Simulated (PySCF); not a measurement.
**AgH2BrO (SMILES [OH2+][Ag-][Br]) at r2SCAN/ANO-RCC-VDZ (sfX2C)**

What is the vertical singlet–triplet gap of AgH2BrO at r2SCAN/ANO-RCC-VDZ (sfX2C)? 

Program for the calculation: PySCF 2.14.0.

## 1. Starting point

AgH2BrO: 5 atoms, total charge 0, spin state singlet. As SMILES, `[OH2+][Ag-][Br]`. Geometry: relaxed at PBE0-D4/def2-TZVP. This is one conformer, not always the lowest.

Bond lengths: O1–Ag2 2.234 Å, Ag2–Br3 2.393 Å, O1–H4 0.961 Å, O1–H5 0.961 Å. Angles: O1–Ag2–Br3 178.9°, Ag2–O1–H4 116.3°, Ag2–O1–H5 116.3°, H4–O1–H5 106.7°.

## 2. The energy at r2SCAN/ANO-RCC-VDZ (sfX2C)

Contents of job.py:

```python
from pyscf import gto, dft

mol = gto.M(
    atom='''
O     -0.330700    -0.549800     1.024900
Ag     0.215600     0.694600    -0.747900
Br     0.814300     1.988000    -2.669600
H     -1.039000    -1.187100     0.896600
H      0.389700    -1.019400     1.454600
''',
    verbose=4,
    max_memory=1860,
    basis='ano-rcc-vdz',
    spin=0,
)

calc0 = dft.RKS(mol, xc='r2scan')
calc0 = calc0.sfx2c1e()
calc0.conv_tol = 1e-10
calc0.grids.level = 4
calc0.kernel()
if not calc0.converged:
    calc0 = calc0.newton().run(calc0.mo_coeff, calc0.mo_occ)

etot = calc0.e_tot
print('E(%s) = %.9f' % ('R2SCAN', etot))
```

Command:

```console
$ OMP_NUM_THREADS=1 python job.py
```

What it wrote:

```text
PySCF version 2.14.0

[... 78 lines left out ...]
converged SCF energy = -7998.12367651799
E(R2SCAN) = -7998.123676518
```

Run time: 27 s. Hardware: 1 thread of Arm Neoverse V1, shared host; peak memory 0.4 GiB.

## 3. The triplet at the same level

Contents of input.py:

```python
from pyscf import gto, dft

molecule = gto.M(
    atom='''
O     -0.624932    -1.038971     1.936780
Ag     0.407425     1.312604    -1.413326
Br     1.538804     3.756776    -5.044813
H     -1.963425    -2.243294     1.694328
H      0.736426    -1.926387     2.748796
''',
    verbose=4,
    spin=2,
    max_memory=1860,
    basis='ano-rcc-vdz',
    unit='bohr',
)

myscf = dft.UKS(molecule)
myscf.xc = 'r2scan'
myscf = myscf.x2c()
myscf.conv_tol = 1e-10
myscf.grids.level = 4
myscf.kernel()
if not myscf.converged:
    myscf = myscf.newton().run(myscf.mo_coeff, myscf.mo_occ)

etot = myscf.e_tot
print('E(%s) = %.9f' % ('R2SCAN', etot))
```

Command:

```console
$ OMP_NUM_THREADS=1 python input.py
```

What it wrote:

```text
PySCF version 2.14.0

[... 67 lines left out ...]
[... the frontier-level lines of each cycle are left out ...]
[... 11 lines left out ...]
[... 11 lines left out ...]
[... 11 lines left out ...]
[... 11 lines left out ...]
[... 11 lines left out ...]
[... 5 lines left out ...]

cycle= 13 E= -7997.97899691379  delta_E= -3.75e-09  |g|= 6.47e-06  |ddm|= 0.000448


cycle= 14 E= -7997.97899691403  delta_E= -2.47e-10  |g|= 5.76e-06  |ddm|= 0.000186


cycle= 15 E= -7997.97899691407  delta_E= -3.27e-11  |g|= 1.71e-06  |ddm|= 4.89e-05


Extra cycle  E= -7997.97899691395  delta_E= 1.2e-10  |g|= 1.38e-05  |ddm|= 4.55e-05
converged SCF energy = -7997.97899691395  <S^2> = 2.0015739  2S+1 = 3.0010491
E(R2SCAN) = -7997.978996914
```

Wall time 55 s (1 thread of Arm Neoverse V1, shared host); peak memory 0.42 GiB.

## 4. What came out

Level: r2SCAN/ANO-RCC-VDZ (sfX2C).

```
                                        quantity           value
                           singlet: total energy  -7998.12368 Eh
                          singlet: dipole moment          9.26 D
                            singlet: HOMO energy        -5.63 eV
                            singlet: LUMO energy        -2.27 eV
                          singlet: HOMO–LUMO gap         3.37 eV
                           triplet: total energy  -7997.97900 Eh
                          triplet: dipole moment          2.80 D
     triplet: HOMO energy (highest over α and β)        -2.97 eV
                                   triplet: ⟨S²⟩           2.002
vertical energy of the triplet above the singlet        3.937 eV
```

What this shows: At this shape the triplet lies 3.94 eV (380 kJ/mol) above the singlet. Mulliken charges (triplet) run from -0.54 on O1 to +0.25 on H4.
